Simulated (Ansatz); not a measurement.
**InF (SMILES [F][In]): CCSDT(Q)/STO-3G**

What is the electronic atomisation energy of InF at CCSDT(Q)/STO-3G? 

The results are computed with Ansatz 0.2.0.

45 further runs of the same task are left out: 5 that didn't finish, 40 set aside as unsound or not needed.

### 1 The molecule

The species is InF (2 atoms), meant as a singlet with charge 0. As SMILES, `[F][In]`. Geometry: a GFN2-xTB relaxation, a rough one for these elements and not checked as a minimum.

Bond lengths: F1–In2 2.025 Å.

### 2 A single-point energy at CCSDT(Q)/STO-3G

Input file run.yaml:

```yaml
crystal:
  periodic: [false, false, false]
  atoms:
    - {symbol: F, position_ang: [0.000000, 0.000000, 0.000000]}
    - {symbol: In, position_ang: [0.000000, 0.000000, 2.025490]}
basis:
  gaussian:
    orbitals: STO-3G
correlation:
  method: ccsdt_q
  frozen_orbitals: {F: 1, In: 18}
accuracy: high
scf:
  omitted_lower_state_checks: [cluster_reference, increment]
```

Launch:

```bash
ansatz run run.yaml --threads 1 --pin off --max-ram 2610MiB --events-out events.jsonl --progress --plain --runs-dir runs
```

Standard output:

```text
Warning: RAYON_NUM_THREADS=1 ignored (pool sized by the plan → 1); use --threads N
[... 11 lines left out ...]
19 core orbitals not correlated: weight in the atoms' cores, before any rotation towards them, 1.000 or more for the frozen orbitals, at most 0.000 for the correlated occupied ones
[... 28 lines left out ...]
Total energy: -157307.61158574 eV, -5780.9480988470 hartree
Checks for a lower state left out: cluster_reference, increment
```

Wall time 0.88 s (1 thread of Arm Neoverse V2, shared host); peak memory 0.099 GiB.

### 3 The F atom, same level

Input file molecule.yaml:

```yaml
crystal:
  periodic: [false, false, false]
  atoms:
    - {symbol: F, position_ang: [0.000000, 0.000000, 0.000000]}
basis:
  gaussian:
    orbitals: STO-3G
magnetization:
  spin_polarized: true
  initial_magnetization: 1
correlation:
  method: ccsdt_q
  frozen_orbitals: {F: 1}
accuracy: high
scf:
  omitted_lower_state_checks: [cluster_reference, increment]
```

Launch:

```bash
ansatz run molecule.yaml --threads 1 --pin off --max-ram 2610MiB --events-out events.jsonl --progress --plain --runs-dir runs
```

Standard output, shortened:

```text
Warning: RAYON_NUM_THREADS=1 ignored (pool sized by the plan → 1); use --threads N
Functional definition: HF
  name "HF"
[...]
15 factors; integrals over basis functions are off by at most 1.2e-9 eV
[...]
mean field -2666.34863534 eV, -97.9865050328 hartree, gradient 0.0e0 eV, S^2 0.750000; 2 other end points of the search recorded, 0 dependent functions left out
1 core orbitals not correlated: weight in the atoms' cores, before any rotation towards them, 1.000 or more for the frozen orbitals, at most 0.000 for the correlated occupied ones
reference -2666.34863534 eV, -97.9865050328 hartree; 4, 3 occupied and 0, 1 virtual orbitals, 15 factors
second order 0.00000000 eV of doubles, 0.00000000 eV of singles
cycle   1  0.00000000 eV  change     0.0e0 eV  update    0.0e0
cycle   2  0.00000000 eV  change     0.0e0 eV  update    0.0e0
perturbative correction 0.00000000 eV, 0.0000000000 hartree
Total energy: -2666.34863534 eV, -97.9865050328 hartree
Checks for a lower state left out: cluster_reference, increment
```

It took 0.14 s on 1 thread of Arm Neoverse V2, shared host.

### 4 The In atom at the same level

Input file job.yaml:

```yaml
crystal:
  periodic: [false, false, false]
  atoms:
    - symbol: In
      position_ang: [0.000000, 0.000000, 0.000000]
basis:
  gaussian:
    orbitals: STO-3G
magnetization:
  spin_polarized: true
  initial_magnetization: 1
correlation:
  method: ccsdt_q
  frozen_orbitals: {In: 18}
accuracy: high
scf:
  omitted_lower_state_checks: [cluster_reference, increment]
```

Run the same way, it converges to -5682.80392 Eh (log not shown).

### 5 Outcome

At CCSDT(Q)/STO-3G, 19 core orbitals frozen:

| quantity | value |
| --- | --- |
| molecule: total energy | -5780.94810 Eh |
| molecule: correlation energy (19 core orbitals frozen) | -75.1 mEh |
| molecule: T1 diagnostic | 0.028 |
| F atom: total energy | -97.98651 Eh |
| F atom: correlation energy (1 core orbital frozen) | 0.0 mEh |
| F atom: ⟨S²⟩ of the reference determinant | 0.750 |
| F atom: T1 diagnostic | 0.000 |
| In atom: total energy | -5682.80392 Eh |
| In atom: correlation energy (18 core orbitals frozen) | -26.5 mEh |
| In atom: ⟨S²⟩ of the reference determinant | 0.750 |
| In atom: T1 diagnostic | 0.000 |
| electronic atomisation energy | 4.291 eV |

In words: Taking the molecule apart into free atoms costs 4.29 eV (414 kJ/mol), before zero-point energy and without spin-orbit coupling. In a minimal basis such a difference can be off by several eV, whatever the method. The T1 diagnostic (molecule) of 0.028 is above the customary mark for such species, so a single reference may not serve. Relativity is left out (molecule) although the molecule holds a heavy atom. Relativity is left out (In atom) although the molecule holds a heavy atom.
